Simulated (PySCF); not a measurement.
CBrH3, in a box:

```
CELL_PARAMETERS angstrom
11.00000 0.00000 0.00000
0.00000 12.00000 0.00000
0.00000 0.00000 11.00000
ATOMIC_POSITIONS crystal
C 0.48715 0.52000 0.50455
Br 0.58782 0.41266 0.42076
H 0.54377 0.59084 0.52845
H 0.45079 0.48019 0.58542
H 0.41454 0.54480 0.44337
```

Base run:

| Item | Value |
| --- | --- |
| Program | PySCF 2.14.0 |
| Functional | PBE |
| Potentials or basis | def2-svp (all-electron) |
| k mesh | 1 × 1 × 1 |
| Occupations | fixed |
| Spin | no spin polarisation |

Its results: gap between the frontier levels 5.76 eV.

Q: The run is repeated on the same cell with these changes: functional from PBE to wB97X. What comes out?

A: Gap between the frontier levels 12.99 eV.

wB97X gives the wider gap, since exact exchange removes part of the self-interaction.

Caveats: this is a molecule in a periodic box at the Γ point, so its band gap is the HOMO-LUMO gap; relativity is left out, which matters for the heavier elements; the basis of atomic orbitals isn't converged, which shifts pressures, moduli and gaps.

